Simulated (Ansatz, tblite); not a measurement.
# C16H48O6Si7: one state, many levels

Aim: run the singlet of C16H48O6Si7 at one geometry on many levels, and compare frontier levels, spin and run time.

Program: Ansatz 0.2.0, Gaussian basis. Level of theory: as each input shows. These are calculated values, not measurements.

The runs, in order: GFN1-xTB, GFN2-xTB, PBE-D4/def2-SVP, r2SCAN-D4/def2-SVP, r2SCANh-D4/def2-SVP, B97M-V/def2-SVP, r2SCAN0-D4/def2-SVP, r2SCAN-D4/def2-mTZVP, HF/STO-3G, HF/6-31G, B3LYP-D4/6-31G.

## Step 1: The relaxed structure

The geometry is that of the singlet, from an earlier relaxation (PBE-D4/def2-SVP).

77 atoms, charge 0, spin multiplicity 1.

Bond lengths: C1–Si2 1.886 Å, C1–H30 1.109 Å, C1–H31 1.110 Å, C1–H32 1.110 Å, Si2–C3 1.885 Å, Si2–C4 1.887 Å, Si2–O5 1.689 Å, C3–H33 1.109 Å, C3–H34 1.108 Å, C3–H35 1.110 Å, C4–H36 1.110 Å, C4–H37 1.109 Å, C4–H38 1.108 Å, O5–Si6 1.673 Å, Si6–C7 1.876 Å, Si6–C8 1.875 Å, Si6–O9 1.680 Å, C7–H39 1.109 Å and more. Angles: Si2–C1–H30 110.8°, Si2–C1–H31 110.9°, Si2–C1–H32 111.3°, H30–C1–H31 107.8°, H30–C1–H32 108.0°, H31–C1–H32 107.9°, C1–Si2–C3 110.5°, C1–Si2–C4 110.8°, C1–Si2–O5 107.1°, C3–Si2–C4 110.9°, C3–Si2–O5 107.4°, C4–Si2–O5 109.9°, Si2–C3–H33 110.9°, Si2–C3–H34 109.6°, Si2–C3–H35 111.6°, H33–C3–H34 108.3°, H33–C3–H35 108.0°, H34–C3–H35 108.4° and more.

PBE0-D4/def2-SVP was run before; its log isn't repeated, and its numbers join the tables.

## Step 2: GFN1-xTB

Tight binding, by tblite at 300 K electronic temperature and without a spin-polarisation term:

```python
tblite.interface.Calculator('GFN1-xTB', numbers, positions, charge=0, uhf=0).singlepoint()
```

Energy -2770.3127 eV, HOMO -10.68 eV, LUMO -3.81 eV; 0.43 s.

## Step 3: GFN2-xTB

Tight binding, by tblite at 300 K electronic temperature and without a spin-polarisation term:

```python
tblite.interface.Calculator('GFN2-xTB', numbers, positions, charge=0, uhf=0).singlepoint()
```

Energy -2606.9320 eV, HOMO -10.06 eV, LUMO -3.93 eV; 0.33 s.

## Step 4: PBE-D4/def2-SVP

start.molden holds the orbitals of an earlier run on this state, given as this run's starting guess.

Contents of in.yaml:

```yaml
crystal:
  periodic: [false, false, false]
  atoms:
    - {symbol: C, position_ang: [-5.731501, -2.883695, -0.748071]}
    - {symbol: Si, position_ang: [-4.202044, -1.835433, -0.405386]}
    - {symbol: C, position_ang: [-4.468602, -0.754060, 1.116007]}
    - {symbol: C, position_ang: [-2.675927, -2.925201, -0.198090]}
    - {symbol: O, position_ang: [-3.998752, -0.805662, -1.729038]}
    - {symbol: Si, position_ang: [-2.891163, -0.306550, -2.879394]}
    - {symbol: C, position_ang: [-2.174731, -1.769057, -3.810976]}
    - {symbol: C, position_ang: [-3.779848, 0.909888, -3.996261]}
    - {symbol: O, position_ang: [-1.601785, 0.469246, -2.133412]}
    - {symbol: Si, position_ang: [-1.247438, 1.429706, -0.811909]}
    - {symbol: C, position_ang: [-2.685609, 2.589119, -0.462161]}
    - {symbol: C, position_ang: [0.365382, 2.297514, -1.175629]}
    - {symbol: O, position_ang: [-1.062174, 0.396250, 0.509830]}
    - {symbol: Si, position_ang: [-0.549078, 0.323119, 2.102911]}
    - {symbol: C, position_ang: [-1.521146, 1.567555, 3.126932]}
    - {symbol: C, position_ang: [-0.779129, -1.437964, 2.694690]}
    - {symbol: O, position_ang: [1.085761, 0.671828, 2.189279]}
    - {symbol: Si, position_ang: [2.338108, 1.749170, 2.472202]}
    - {symbol: C, position_ang: [3.499086, 0.936844, 3.703514]}
    - {symbol: C, position_ang: [1.668445, 3.393412, 3.080662]}
    - {symbol: O, position_ang: [3.136993, 2.055124, 1.038139]}
    - {symbol: Si, position_ang: [4.015550, 1.365863, -0.217079]}
    - {symbol: C, position_ang: [4.240209, 2.687735, -1.521872]}
    - {symbol: C, position_ang: [5.655729, 0.731318, 0.455130]}
    - {symbol: O, position_ang: [3.146098, 0.111011, -0.895965]}
    - {symbol: Si, position_ang: [2.805552, -1.542536, -0.771230]}
    - {symbol: C, position_ang: [4.052854, -2.462886, -1.850884]}
    - {symbol: C, position_ang: [2.955187, -2.100968, 1.027453]}
    - {symbol: C, position_ang: [1.051454, -1.797007, -1.394870]}
    - {symbol: H, position_ang: [-6.620762, -2.241681, -0.914936]}
    - {symbol: H, position_ang: [-5.588603, -3.507937, -1.654132]}
    - {symbol: H, position_ang: [-5.953926, -3.562191, 0.101782]}
    - {symbol: H, position_ang: [-5.345239, -0.088374, 0.978737]}
    - {symbol: H, position_ang: [-3.574433, -0.121611, 1.283227]}
    - {symbol: H, position_ang: [-4.641484, -1.365164, 2.026159]}
    - {symbol: H, position_ang: [-2.754783, -3.558663, 0.709858]}
    - {symbol: H, position_ang: [-2.542949, -3.598379, -1.069901]}
    - {symbol: H, position_ang: [-1.768286, -2.296615, -0.101036]}
    - {symbol: H, position_ang: [-1.596154, -2.419330, -3.124497]}
    - {symbol: H, position_ang: [-2.972952, -2.376703, -4.283691]}
    - {symbol: H, position_ang: [-1.484919, -1.423533, -4.608098]}
    - {symbol: H, position_ang: [-4.616106, 0.418966, -4.534508]}
    - {symbol: H, position_ang: [-4.203226, 1.743099, -3.399184]}
    - {symbol: H, position_ang: [-3.087438, 1.339666, -4.748295]}
    - {symbol: H, position_ang: [-2.858827, 3.272749, -1.318708]}
    - {symbol: H, position_ang: [-3.613836, 2.005039, -0.296577]}
    - {symbol: H, position_ang: [-2.503447, 3.209913, 0.438805]}
    - {symbol: H, position_ang: [1.148355, 1.539698, -1.378821]}
    - {symbol: H, position_ang: [0.712837, 2.916539, -0.324713]}
    - {symbol: H, position_ang: [0.263809, 2.949789, -2.066960]}
    - {symbol: H, position_ang: [-1.353506, 2.603292, 2.767563]}
    - {symbol: H, position_ang: [-2.608964, 1.358394, 3.065508]}
    - {symbol: H, position_ang: [-1.225045, 1.527012, 4.195494]}
    - {symbol: H, position_ang: [-0.413726, -1.549409, 3.735800]}
    - {symbol: H, position_ang: [-1.846456, -1.734268, 2.663796]}
    - {symbol: H, position_ang: [-0.208914, -2.139788, 2.053406]}
    - {symbol: H, position_ang: [3.811288, -0.063503, 3.341302]}
    - {symbol: H, position_ang: [3.002684, 0.799446, 4.686050]}
    - {symbol: H, position_ang: [4.411053, 1.548318, 3.859356]}
    - {symbol: H, position_ang: [2.499169, 4.101733, 3.276856]}
    - {symbol: H, position_ang: [1.007916, 3.853837, 2.317784]}
    - {symbol: H, position_ang: [1.086123, 3.275755, 4.016829]}
    - {symbol: H, position_ang: [4.783197, 3.563121, -1.111160]}
    - {symbol: H, position_ang: [4.811803, 2.296620, -2.387997]}
    - {symbol: H, position_ang: [3.252844, 3.034267, -1.887387]}
    - {symbol: H, position_ang: [6.248223, 1.557867, 0.898714]}
    - {symbol: H, position_ang: [6.262396, 0.269964, -0.351380]}
    - {symbol: H, position_ang: [5.499357, -0.032516, 1.243638]}
    - {symbol: H, position_ang: [5.091544, -2.291673, -1.497654]}
    - {symbol: H, position_ang: [3.866318, -3.557112, -1.837787]}
    - {symbol: H, position_ang: [3.990621, -2.119424, -2.904573]}
    - {symbol: H, position_ang: [2.636072, -3.158519, 1.137520]}
    - {symbol: H, position_ang: [4.000347, -2.027734, 1.393267]}
    - {symbol: H, position_ang: [2.310642, -1.474220, 1.676668]}
    - {symbol: H, position_ang: [0.784376, -2.874235, -1.402897]}
    - {symbol: H, position_ang: [0.323461, -1.262274, -0.752905]}
    - {symbol: H, position_ang: [0.932077, -1.403931, -2.424855]}
basis:
  gaussian: {orbitals: def2-SVP, fitting: {mean_field: def2-universal-jkfit}, initial_orbitals: start.molden}
hamiltonian: {xc: pbe, dispersion: d4}
scf: {omitted_lower_state_checks: [starts]}
output: {orbitals: {seedname: orbitals}}
```

Started as:

```sh
$ ansatz run in.yaml --threads 2 --pin off --events-out ev --progress --plain --max-ram 32768MiB --backend cuda --devices 0, --max-vram 18GiB
```

Further steps of the session: r2SCAN-D4/def2-SVP; r2SCANh-D4/def2-SVP; B97M-V/def2-SVP; r2SCAN0-D4/def2-SVP; r2SCAN-D4/def2-mTZVP; HF/STO-3G; HF/6-31G; B3LYP-D4/6-31G.

Q: Predict the results of all the runs planned. Wanted: gap in def2-SVP, named functionals, smallest and largest; binding an atom, functionals in def2-SVP.

The runs gave:

```
                                                quantity                                   value
gap in def2-SVP, named functionals, smallest and largest  6.19 eV (PBE-D4), 8.92 eV (r2SCAN0-D4)
                binding an atom, functionals in def2-SVP   4.18 (r2SCAN0-D4) to 4.27 eV (PBE-D4)
```

In words: Over the named functionals in def2-SVP the gap runs from 6.19 eV (PBE-D4) to 8.92 eV (r2SCAN0-D4); exact exchange widens it.
